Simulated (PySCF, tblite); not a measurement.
# C₆H₉F₄P: geometry, infrared bands and NMR shifts

Wanted: the infrared bands and NMR shifts of C₆H₉F₄P (`C[C@@H]1C[C@H](F)[C@H](C(F)(F)F)P1`), by calculation.

Programs: tblite 0.8.0 and PySCF 2.14.0, with density-fitted response routines of our own. Each step states its level of theory. These are calculated values for one molecule in the gas phase, unless marked as measured. Atoms are numbered from 0 throughout.

## 1. Starting geometry

20 atoms, charge 0, multiplicity 1; geometry from: force field or distance geometry start.

Bonds of the start (Å): C0–C1 1.54, C1–C2 1.52, C2–C3 1.53, C3–F4 1.37, C3–C5 1.53, C5–C6 1.51, C6–F7 1.35, C6–F8 1.35, C6–F9 1.36, C5–P10 1.89, P10–C1 1.89, C0–H11 1.10, C0–H12 1.08, C0–H13 1.09, C1–H14 1.09, C2–H15 1.09, C2–H16 1.10, C3–H17 1.08, C5–H18 1.09, P10–H19 1.43.

## 2. Optimising the geometry with GFN2-xTB

What the job is given:

```
{"job": {"kind": "relax", "xc": "GFN2-xTB", "basis": "xTB"}, "charge": 0, "multiplicity": 1}
C      2.350400    -0.094600     0.664500
C      1.386500    -0.614400    -0.413900
C      0.750900     0.494200    -1.233400
C     -0.562000     0.911200    -0.568500
F     -0.269400     1.551900     0.602800
C     -1.331900    -0.384300    -0.281600
C     -2.502600    -0.142500     0.638400
F     -3.325000     0.793000     0.118300
F     -2.137600     0.271500     1.872300
F     -3.240800    -1.274700     0.798700
P     -0.027100    -1.596500     0.359900
H      1.838500     0.571600     1.378200
H      3.157600     0.469700     0.214800
H      2.787900    -0.915200     1.236200
H      1.946300    -1.276600    -1.069600
H      0.520800     0.123200    -2.232800
H      1.417800     1.356900    -1.340800
H     -1.139900     1.584200    -1.187700
H     -1.688100    -0.797400    -1.221300
H      0.062600    -1.020700     1.662500
```

Command:

```
> OMP_NUM_THREADS=1 python probes_run.py task.json out
```

The driver reads the jobs from task.json and runs them one after another.

**Question.** This job is followed by: GFN2-xTB harmonic vibrations, gas phase; GIAO PBE0/pcSseg-1 NMR shielding, non-relativistic, gas phase. Predict these results of the whole session: strongest single infrared mode (GFN2-xTB); zero-point energy (GFN2-xTB); ¹³C shifts against TMS (PBE0/pcSseg-1); ¹H shifts against TMS (PBE0/pcSseg-1, means over atoms taken as alike); ¹⁹F shifts against CFCl3 (PBE0/pcSseg-1, means over atoms taken as alike); ³¹P shifts against H3PO4 (PBE0/pcSseg-1).

**Answer**, as computed:

| quantity | value |
| --- | --- |
| strongest single infrared mode (GFN2-xTB) | 1041 cm⁻¹, 244 km/mol |
| zero-point energy (GFN2-xTB) | 89.9 kcal/mol |
| ¹³C shifts against TMS (PBE0/pcSseg-1) | 134.7, 98.1, 54.5, 46.1, 32.3, 26.4 ppm |
| ¹H shifts against TMS (PBE0/pcSseg-1, means over atoms taken as alike) | 5.50, 3.73, 2.53, 2.43, 2.07, 1.81, 1.41 ppm |
| ¹⁹F shifts against CFCl3 (PBE0/pcSseg-1, means over atoms taken as alike) | -76.8, -214.6 ppm |
| ³¹P shifts against H3PO4 (PBE0/pcSseg-1) | -80.2 ppm |

**Reading.** Relaxing lowered the energy by 0.106 eV in 77 steps; the close pair that moved most is P10–H19, from 1.427 to 1.400 Å. No mode is imaginary among the 54: a minimum at this level. The strongest single mode, at 1041 cm⁻¹, moves mainly C6. GFN2-xTB is a fitted tight-binding method: band positions and strengths are rough. Its intensities can rank the bands wrongly. The most deshielded hydrogen is H17 (hydrogen on an sp3 CH bonded to F), at 5.50 ppm: its carbon carries F, an electronegative neighbour. At PBE0/pcSseg-1: The largest span, 227 ppm, is at P10, where the paramagnetic term is -568 ppm.
